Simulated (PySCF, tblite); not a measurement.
# CH10B2F2Si3: geometry, infrared bands and NMR shifts

Aim: predict the infrared bands and NMR shifts of CH10B2F2Si3 (`B[Si@@H]([SiH3])[SiH2]CB(F)F`).

Computed with tblite 0.8.0 and PySCF 2.14.0, with density-fitted response routines of our own, on a single molecule in the gas phase. Atoms are numbered from 0 throughout.

## Step 1: The starting structure

18 atoms, charge 0, multiplicity 1; geometry from: force field or distance geometry start.

Bonds of the start (Å): B0–Si1 1.93, Si1–Si2 2.25, Si1–Si3 2.23, Si3–C4 1.89, C4–B5 1.58, B5–F6 1.45, B5–F7 1.44, B0–H8 1.18, B0–H9 1.18, Si1–H10 1.46, Si2–H11 1.48, Si2–H12 1.46, Si2–H13 1.47, Si3–H14 1.47, Si3–H15 1.46, C4–H16 1.11, C4–H17 1.11.

## Step 2: Optimising the geometry with GFN2-xTB

What the job is given:

```
{"job": {"kind": "relax", "xc": "GFN2-xTB", "basis": "xTB"}, "charge": 0, "multiplicity": 1}
B      0.588700     2.285300    -0.122800
Si     1.026900     0.597500    -0.957200
Si     2.334100    -0.584800     0.444300
Si    -0.831700    -0.559400    -1.383600
C     -1.553700    -1.270500     0.209500
B     -2.031900    -0.100600     1.164200
F     -1.416800     0.058100     2.463600
F     -3.059800     0.817200     0.751900
H      0.014400     2.305600     0.912600
H      0.884500     3.298600    -0.642600
H      1.747700     0.841000    -2.206900
H      1.594900    -0.809000     1.701300
H      3.555600     0.169600     0.720200
H      2.655100    -1.875900    -0.178900
H     -1.818400     0.311000    -2.034800
H     -0.493600    -1.680400    -2.258700
H     -2.420900    -1.907200    -0.045100
H     -0.783900    -1.889600     0.711300
```

Launch:

```
$ OMP_NUM_THREADS=1 python probes_run.py task.json out
```

The driver reads the jobs from task.json and runs them one after another.

**Question.** This job is followed by: GFN2-xTB harmonic vibrations, gas phase; GIAO PBE0/pcSseg-1 NMR shielding, non-relativistic, gas phase. Predict these results of the whole session: strongest single infrared mode (GFN2-xTB); zero-point energy (GFN2-xTB); 13C shifts against TMS (PBE0/pcSseg-1); 1H shifts against TMS (PBE0/pcSseg-1, means over atoms taken as alike); 11B shifts against BF3·OEt2 (PBE0/pcSseg-1); 29Si shifts against TMS (PBE0/pcSseg-1); 19F shifts against CFCl3 (PBE0/pcSseg-1, means over atoms taken as alike); surface potential, 1st and 99th percentile.

**Answer**, as computed:

| quantity | value |
| --- | --- |
| strongest single infrared mode (GFN2-xTB) | 1275 cm⁻¹, 437 km/mol |
| zero-point energy (GFN2-xTB) | 65.5 kcal/mol |
| 13C shifts against TMS (PBE0/pcSseg-1) | -2.3 ppm |
| 1H shifts against TMS (PBE0/pcSseg-1, means over atoms taken as alike) | 10.77, 4.42, 4.19, 3.73, 3.67, 0.70, 0.43 ppm |
| 11B shifts against BF3·OEt2 (PBE0/pcSseg-1) | 117.4, 29.6 ppm |
| 29Si shifts against TMS (PBE0/pcSseg-1) | -72.8, -114.4, -128.3 ppm |
| 19F shifts against CFCl3 (PBE0/pcSseg-1, means over atoms taken as alike) | -72.4 ppm |
| surface potential, 1st and 99th percentile | -0.83 V and 1.77 V |

**Reading.** Over 120 steps the energy fell by 0.855 eV; of the close pairs, B5–F6 changed most, 1.446 to 1.329 Å. All 48 modes are real, so the xTB geometry is a minimum. The strongest single mode, at 1275 cm⁻¹, moves mainly B5. Unscaled tight-binding wavenumbers are off by several per cent, some by more. Its intensities can rank the bands wrongly. At PBE0/pcSseg-1: The largest span, 299 ppm, is at B0, where the paramagnetic term is -215 ppm. At PBE0/pcSseg-1, counted by nearest atom on the grid, the HOMO lies on Si1 26 %; B0 16 %, the LUMO on B0 51 %; H8, H9 about 12 % each.
